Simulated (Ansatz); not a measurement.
The system is TiBr2.

```
Ti Br
1.0
     2.07167    1.19608    6.26345
    -2.07167    1.19608    6.26345
     0.00000   -2.39216    6.26345
Ti Br
1 2
Direct
  0.00000 0.00000 0.00000
  0.25200 0.25200 0.25200
  0.74800 0.74800 0.74800
```

The cell was built by a generator and needn't be a form met in nature.

Base run:

```yaml
Program: Ansatz 0.2.0
Functional: LDA
Potentials_or_basis: Ansatz PAW
Cutoff: 420 eV
Density_cutoff: 1680 eV
k_mesh: 5 × 5 × 5
Occupations: gaussian, width 0.05 eV
Spin: no spin polarisation
Hubbard_terms: Ti d U = 6 eV
```

Its results: band gap on the k mesh none (metal or under the smearing width); pressure -6.3 GPa; largest force 0.740 eV/Å.

Problem. The run is repeated on the same cell with these changes: spin from no spin polarisation to collinear spin, random start; hubbard terms from Ti d U = 6 eV to Ti d U = 7 eV. What comes out?

Solution. Band gap on the k mesh 3.64 eV, direct; pressure -3.3 GPa; net moment -2.00 μB per cell; site moments Ti -1.72; Br +0.02 μB; largest force 0.436 eV/Å.

Several settings changed at once, so the effect can't be laid on one alone.

Caveats: the PAW data sets come from PBE, with cores solved anew for the run's functional, which leaves a small shift of forces and pressure; U without spin polarisation on a metal has little footing (some runs); the magnetic or orbital state may not be the lowest (some runs); odd divisions of the mesh miss points on the zone boundary, where band edges often lie, so the gap on the mesh can be too wide (some runs).

A k mesh can miss the band edges.

Not every run made on this cell is shown here.
